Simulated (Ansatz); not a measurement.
# Pb: the cost of one run

Method: DFT LDA, scalar-relativistic, in Ansatz 0.2.0.

**1. The system as given**

It takes space group Fd-3m (No. 227, cubic). Conventional cell: a = 6.878 Å, b = 6.878 Å, c = 6.878 Å, α = 90.00°, β = 90.00°, γ = 90.00°. Pb (site symmetry -43m) has 4 Pb at 2.98 Å as nearest neighbours.

As a file:

```cif
data_structure
_symmetry_space_group_name_H-M 'Fd-3m:1'
_symmetry_Int_Tables_number 227
_cell_length_a 6.8780
_cell_length_b 6.8780
_cell_length_c 6.8780
_cell_angle_alpha 90.000
_cell_angle_beta 90.000
_cell_angle_gamma 90.000
_cell_volume 325.38
loop_
_atom_site_label
_atom_site_type_symbol
_atom_site_symmetry_multiplicity
_atom_site_Wyckoff_symbol
_atom_site_fract_x
_atom_site_fract_y
_atom_site_fract_z
_atom_site_occupancy
Pb1 Pb 8 b 0.00000 0.00000 0.50000 1
```

The file gives the conventional cell by its symmetry; the runs use the cell typed in the input.

Atoms are numbered in the order of the input: Pb1, Pb2.

**2. The deformed structure**

Space group Fd-3m before, R-3m after.

**3. LAPW, all electrons**

The input, input.yaml:

```yaml
crystal:
  lattice:
    - [-0.1031700017, 3.3874150547, 3.3874150547]
    - [3.3874150547, -0.1031700017, 3.3874150547]
    - [3.3874150547, 3.3874150547, -0.1031700017]
  atoms:
    - { symbol: Pb, position: [0.0, 0.0, 0.0] }
    - { symbol: Pb, position: [0.25, 0.25, 0.25] }
kpoints:
  mp_grid: { grid: [8, 8, 8] }
  band_path:
    path:
      - [0.0, 0.0, 0.0]
      - [0.5, 0.5, 0.5]
      - [0.2579113083, 0.5, 0.7420886917]
      - [-0.2579113083, 0.2579113083, 0.5]
      - [0.0, 0.0, 0.5]
      - [0.0, 0.0, 0.0]
      - [-0.3789556542, 0.0, 0.3789556542]
      - [0.0, 0.3789556542, 0.6210443458]
      - [0.0, 0.5, 0.5]
    npoints: 5
scf:
  occupations: { method: fermi_dirac, width: 0.05 }
hamiltonian:
  xc: lda
  pseudopotentials: { kind: all_electron, lapw: { basis_error: 0.00025 } }
output:
  forces: true
  stress: true
  eigenvalues: true
```

On the command line:

```bash
$ ansatz run input.yaml --threads 1 --pin off --max-ram 3072MiB --backend cpu --events-out ev --progress --plain --runs-dir out
```

**Question.** How long does this run take on 1 thread of Intel Xeon Platinum 8488C (Sapphire Rapids), shared host, and how much memory does it need?

About 42 s, with a peak of 0.62 GiB.
